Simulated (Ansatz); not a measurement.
# CH6FGaSi: how energies converge with the basis set

The task here is to estimate one member of a computed series from the others.

Method: one geometry, several basis sets; program: Ansatz 0.2.0, Gaussian basis.

Plan: PBE0-D4/def2-SVP; ωB97M-V/def2-SVP; PBE0-D4/def2-QZVPP; ωB97M-V/def2-QZVPP; the functionals' def2-TZVPP values are taken from earlier runs.

### The relaxed structure

The geometry comes from an earlier relaxation with PBE0-D4 in a triple-zeta def2 set; it is a stationary point, not always the lowest conformer.

SMILES `F[CH]([SiH3])[GaH2]`, 10 atoms, charge 0, spin multiplicity 1.

Atoms are counted from 1 here; the program's logs count them from 0.

Bond lengths: F1–C2 1.406 Å, C2–Si3 1.890 Å, C2–Ga4 1.990 Å, C2–H5 1.100 Å, Si3–H6 1.488 Å, Si3–H7 1.488 Å, Si3–H8 1.486 Å, Ga4–H9 1.564 Å, Ga4–H10 1.569 Å. Angles: F1–C2–Si3 109.3°, F1–C2–Ga4 111.1°, F1–C2–H5 107.6°, Si3–C2–Ga4 113.4°, Si3–C2–H5 107.4°, Ga4–C2–H5 107.8°, C2–Si3–H6 110.3°, C2–Si3–H7 107.6°, C2–Si3–H8 111.2°, H6–Si3–H7 108.8°, H6–Si3–H8 108.9°, H7–Si3–H8 109.9°, C2–Ga4–H9 119.2°, C2–Ga4–H10 118.0°, H9–Ga4–H10 122.7°.

Set-up of the first run:

Contents of in.yaml:

```yaml
crystal:
  periodic: [false, false, false]
  atoms:
    - {symbol: F, position_ang: [-1.860991, -0.181360, -0.633189]}
    - {symbol: C, position_ang: [-0.462161, -0.044831, -0.623082]}
    - {symbol: Si, position_ang: [0.284485, -1.340589, 0.532079]}
    - {symbol: Ga, position_ang: [0.072962, 1.817537, -0.170989]}
    - {symbol: H, position_ang: [-0.099603, -0.262132, -1.638470]}
    - {symbol: H, position_ang: [-0.060334, -1.033043, 1.946182]}
    - {symbol: H, position_ang: [1.762903, -1.284075, 0.375288]}
    - {symbol: H, position_ang: [-0.208507, -2.702931, 0.202371]}
    - {symbol: H, position_ang: [-1.027364, 2.850354, 0.239544]}
    - {symbol: H, position_ang: [1.598610, 2.181069, -0.229723]}
basis:
  gaussian: {orbitals: def2-SVP}
hamiltonian: {xc: pbe0, dispersion: d4}
output: {orbitals: {seedname: orbitals}}
```

The run is started by

```sh
> ansatz run in.yaml --threads 2 --pin off --events-out ev --progress --plain --max-ram 4352MiB
```

Steps of the session up to this table: PBE0-D4 in def2-SVP; ωB97M-V in def2-SVP; PBE0-D4 in def2-QZVPP; ωB97M-V in def2-QZVPP.

One of the session's tables, all rows but one given; the rest of the session is left out.

It belongs to the step «Functionals by basis». 

```
functional       basis  HOMO (eV)  LUMO (eV)
   PBE0-D4    def2-SVP      -7.59      -1.76
   PBE0-D4  def2-TZVPP      -7.66      -1.79
   PBE0-D4  def2-QZVPP          ?          ?
   ωB97M-V    def2-SVP      -9.76      -0.05
   ωB97M-V  def2-TZVPP      -9.85      -0.11
   ωB97M-V  def2-QZVPP      -9.87      -0.25
```

Q: Estimate the row for PBE0-D4, def2-QZVPP from the others.

As computed: HOMO (eV): -7.67; LUMO (eV): -1.82. In the column «HOMO (eV)» it lies between ωB97M-V, def2-SVP (-9.76) and PBE0-D4, def2-TZVPP (-7.66).
